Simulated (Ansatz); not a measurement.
# Sc3AlP: the cost of one run

Computed with Ansatz 0.2.0 (DFT PBE, scalar-relativistic, plane waves, PAW, unless a step's input says otherwise).

## Step 1: The system as given

The structure is cubic, space group Pm-3m (No. 221). Conventional cell: a = 4.192 Å, b = 4.192 Å, c = 4.192 Å, α = 90.00°, β = 90.00°, γ = 90.00°. Sc (site symmetry 4/mmm) has 2 Al at 2.10 Å and 8 Sc at 2.96 Å and 4 P at 2.96 Å as nearest neighbours. Around Al (site symmetry m-3m) lie 6 Sc at 2.10 Å. P (site symmetry m-3m) has 12 Sc at 2.96 Å as nearest neighbours.

As a file:

```
CELL_PARAMETERS angstrom
4.19224 0.00000 0.00000
0.00000 4.19224 0.00000
0.00000 0.00000 4.19224
ATOMIC_POSITIONS crystal
Sc 0.50000 0.00000 0.00000
Sc 0.00000 0.50000 0.00000
Sc 0.00000 0.00000 0.50000
Al 0.00000 0.00000 0.00000
P 0.50000 0.50000 0.50000
```

Recipe of the guess: species swapped into a database cell of KTaO3 (Pm-3m, No. 221), with P on the K sites, Al on the Ta sites and Sc on the O sites. Its size is a rough estimate.

## Step 2: A first look at the guess

The input, input.yaml:

```yaml
crystal:
  lattice:
    - [4.19224481, 0.0, 0.0]
    - [0.0, 4.19224481, 0.0]
    - [0.0, 0.0, 4.19224481]
  atoms:
    - { symbol: Sc, position: [0.5, 0.0, 0.0] }
    - { symbol: Sc, position: [0.0, 0.5, 0.0] }
    - { symbol: Sc, position: [0.0, 0.0, 0.5] }
    - { symbol: Al, position: [0.0, 0.0, 0.0] }
    - { symbol: P, position: [0.5, 0.5, 0.5] }
basis:
  ecutwfc: 420
kpoints:
  mp_grid: { grid: [4, 4, 4] }
hamiltonian:
  xc: pbe
scf:
  occupations: { method: gaussian, width: 0.1 }
  lower_state_search: "off"
output:
  forces: true
  stress: true
  eigenvalues: true
```

The run is started by

```bash
$ ansatz run input.yaml --threads 1 --pin off --max-ram 2560MiB --backend cpu --events-out ev --progress --plain --runs-dir out
```

Q: Estimate wall time and peak memory on 1 thread of Intel Xeon Platinum 8259CL at 2.50GHz (Skylake/Cascade Lake), shared host.

About 2.8 s, with a peak of 0.38 GiB.
